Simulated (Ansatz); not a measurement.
# GaH₃S₂: up Jacob's ladder to CCSD(T)

Aim: compute GaH₃S₂ with functionals from several rungs and with coupled cluster. The yardstick is the atomisation energy at the CCSD(T) limit.

Program: Ansatz 0.2.0, Gaussian basis. Level of theory: functionals in def2-TZVPP, the program's frozen cores in correlated methods. These are calculated values, not measurements.

Plan: PBE-D4, r2SCAN-D4, PBE0-D4, B3LYP-D4, ωB97X-V, ωB97M-V, B2PLYP; CCSD(T)/def2-TZVPP; CCSD(T)/def2-QZVPP; extrapolation to the limit.

## (1) Structure used throughout

An earlier PBE0-D4 in a triple-zeta def2 set relaxation fixed the geometry.

SMILES `[SH][GaH][SH]`, 6 atoms, charge 0, spin multiplicity 1.

Atoms are counted from 1 here; the program's logs count them from 0.

Bond lengths: S1–Ga2 2.196 Å, S1–H4 1.343 Å, Ga2–S3 2.196 Å, Ga2–H5 1.556 Å, S3–H6 1.343 Å. Angles: Ga2–S1–H4 93.6°, S1–Ga2–S3 114.2°, S1–Ga2–H5 122.9°, S3–Ga2–H5 122.9°, Ga2–S3–H6 93.6°.

## (2) PBE-D4 (GGA)

The input, in.yaml:

```yaml
crystal:
  periodic: [false, false, false]
  atoms:
    - {symbol: S, position_ang: [-1.531100, 1.122800, -0.909156]}
    - {symbol: Ga, position_ang: [0.165612, 0.021529, -0.055459]}
    - {symbol: S, position_ang: [-0.383310, -1.371645, 1.550211]}
    - {symbol: H, position_ang: [-0.763084, 1.795210, -1.782250]}
    - {symbol: H, position_ang: [1.629984, 0.211922, -0.545789]}
    - {symbol: H, position_ang: [0.881889, -1.779815, 1.742443]}
basis:
  gaussian: {orbitals: def2-TZVPP}
hamiltonian: {xc: pbe, dispersion: d4}
output: {forces: true, orbitals: {seedname: orbitals}}
```

On the command line:

```sh
> ansatz run in.yaml --threads 2 --pin off --events-out ev --progress --plain --max-ram 20480MiB --backend cpu
```

Further steps of the session: r2SCAN-D4 (meta-GGA); PBE0-D4 (hybrid); B3LYP-D4 (hybrid); ωB97X-V (range-separated); ωB97M-V (range-separated); B2PLYP (double hybrid); CCSD(T) in def2-TZVPP; CCSD(T) in def2-QZVPP.

**Question.** What will the summary of the whole plan be? Wanted: atomisation energy, CCSD(T)/CBS; farthest; mean size of error, hybrid; mean size of error, range-separated; gap, smallest and largest; T1 diagnostic; triples share of the correlation energy.

As calculated:

```
                               quantity                                 value
        atomisation energy, CCSD(T)/CBS                         1622.1 kJ/mol
 functionals within 16.2 kJ/mol (1.0 %)   PBE-D4, r2SCAN-D4, ωB97X-V, ωB97M-V
                               farthest                 B2PLYP (-46.6 kJ/mol)
             mean size of error, hybrid                           27.1 kJ/mol
    mean size of error, range-separated                            5.5 kJ/mol
              gap, smallest and largest  4.41 eV (PBE-D4), 10.54 eV (ωB97X-V)
                          T1 diagnostic                                0.0129
triples share of the correlation energy                                 4.4 %
```

PBE-D4 is off by -3.8 kJ/mol. Double hybrids carry the basis error of their MP2 part in triple zeta, and no dispersion term here, so their miss is partly the set-up's. Misses under about 16.2 kJ/mol are within the doubt on the reference itself, which lacks core-valence correlation, relativity and higher excitations, and its outer-core shells are covered unevenly. Hartree-Fock recovers 70 % of the binding; the rest is correlation. Orbital gaps span 4.4 to 10.5 eV; exact exchange widens them. Correlated methods include outer-core shells of Ga, which these sets cover unevenly.
